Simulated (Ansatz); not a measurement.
# CH5BFN: the cost of one run

The runs use Ansatz 0.2.0, Gaussian basis; r2SCAN/6-31G* with D3(BJ) dispersion.

### Step 1. The relaxed structure

The geometry comes from an earlier relaxation with PBE0-D4 in a triple-zeta def2 set; it is a stationary point, not always the lowest conformer.

SMILES `NBCF`, 9 atoms, charge 0, spin multiplicity 1.

Atoms are counted from 1 here; the program's logs count them from 0.

Bond lengths: N1–B2 1.382 Å, N1–H5 1.004 Å, N1–H6 1.008 Å, B2–C3 1.572 Å, B2–H7 1.199 Å, C3–F4 1.398 Å, C3–H8 1.097 Å, C3–H9 1.097 Å. Angles: B2–N1–H5 124.1°, B2–N1–H6 121.3°, H5–N1–H6 114.6°, N1–B2–C3 119.5°, N1–B2–H7 120.5°, C3–B2–H7 120.1°, B2–C3–F4 112.4°, B2–C3–H8 111.3°, B2–C3–H9 111.3°, F4–C3–H8 107.6°, F4–C3–H9 107.6°, H8–C3–H9 106.5°.

### Step 2. The run

in.yaml reads:

```yaml
crystal:
  periodic: [false, false, false]
  atoms:
    - {symbol: N, position_ang: [-0.610782, 0.911726, -0.880553]}
    - {symbol: B, position_ang: [0.461967, 0.438533, -0.148352]}
    - {symbol: C, position_ang: [0.295685, -0.866155, 0.713084]}
    - {symbol: F, position_ang: [-0.990557, -1.405981, 0.617997]}
    - {symbol: H, position_ang: [-0.581079, 1.736622, -1.452864]}
    - {symbol: H, position_ang: [-1.499585, 0.437189, -0.874353]}
    - {symbol: H, position_ang: [1.512306, 1.015731, -0.167145]}
    - {symbol: H, position_ang: [1.005023, -1.642954, 0.400807]}
    - {symbol: H, position_ang: [0.495623, -0.671112, 1.774279]}
basis:
  gaussian: {orbitals: "6-31G*"}
hamiltonian: {xc: {name: r2SCAN}, dispersion: d3bj}
md: {timestep: 1 fs, n_steps: 50, ensemble: nvt_nose_hoover, temperature: 500, initial_velocities: maxwell_boltzmann, seed: 502}
```

The run is started by

```sh
> ansatz run in.yaml --threads 2 --pin off --events-out ev --progress --plain --max-ram 4352MiB
```

**Question.** How long does this run take on 2 threads of Arm Neoverse V1, shared host, and how much memory does it need?

About 93 s, with a peak of 0.36 GiB.
